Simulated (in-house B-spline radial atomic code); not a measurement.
**S¹⁴⁺: Hartree-Fock with and without relativity**

Aim: what relativity does to the energy, levels and radii of S¹⁴⁺.

The numbers are computed with in-house B-spline radial atomic code version 1 (Hartree-Fock averaged over the configuration, non-relativistic (point nucleus) and Dirac-Coulomb (finite nucleus); spherical all-electron atom at the radial basis limit), except any that are marked as measured or tabulated.

**1. The atom as given**

| Item | Value |
| --- | --- |
| element | sulfur (Z = 16) |
| charge | +14 |
| electrons | 2 |
| configuration | 1s2 |
| nucleus | point (non-relativistic run); Fermi, rms radius 3.261 fm (Dirac runs) |

**2. Non-relativistic run**

Settings of the run:

```ini
Z = 16
electrons = 2.0
configuration = 1s2
hamiltonian = nr
method = hf
spin_polarised = False
```

**3. Dirac-Coulomb run**

Settings of the run:

```ini
Z = 16
electrons = 2.0
configuration = 1s2
hamiltonian = dirac
method = hf
spin_polarised = False
nucleus = fermi
rms_radius = 3.2611
mass_number = 32
atomic_mass = 31.97207117354
speed_of_light = 137.035999084
```

How much does each shell's level and mean radius change with the Dirac Hamiltonian, and the total energy?

**Answer**, as computed:

Levels and radii; the Dirac values are averaged over j with the occupations as weights.

| shell | ε non-rel. (eV) | ε Dirac (eV) | <r> non-rel. (bohr) | <r> Dirac (bohr) | change of <r> (%) |
| --- | --- | --- | --- | --- | --- |
| 1s | -3215.48 | -3226.10 | 0.09600 | 0.09558 | -0.44 |

What this shows: The Dirac run lies -0.8288 hartree (-0.34 %) from the non-relativistic one; the finite nucleus has a part in that. First-order perturbation theory (mass-velocity plus Darwin) gives -0.7848 hartree, which is 95 % of the full shift. The 1s shell changes by -0.44 %. Breit terms add 0.0516 hartree and QED terms 0.0533 hartree.
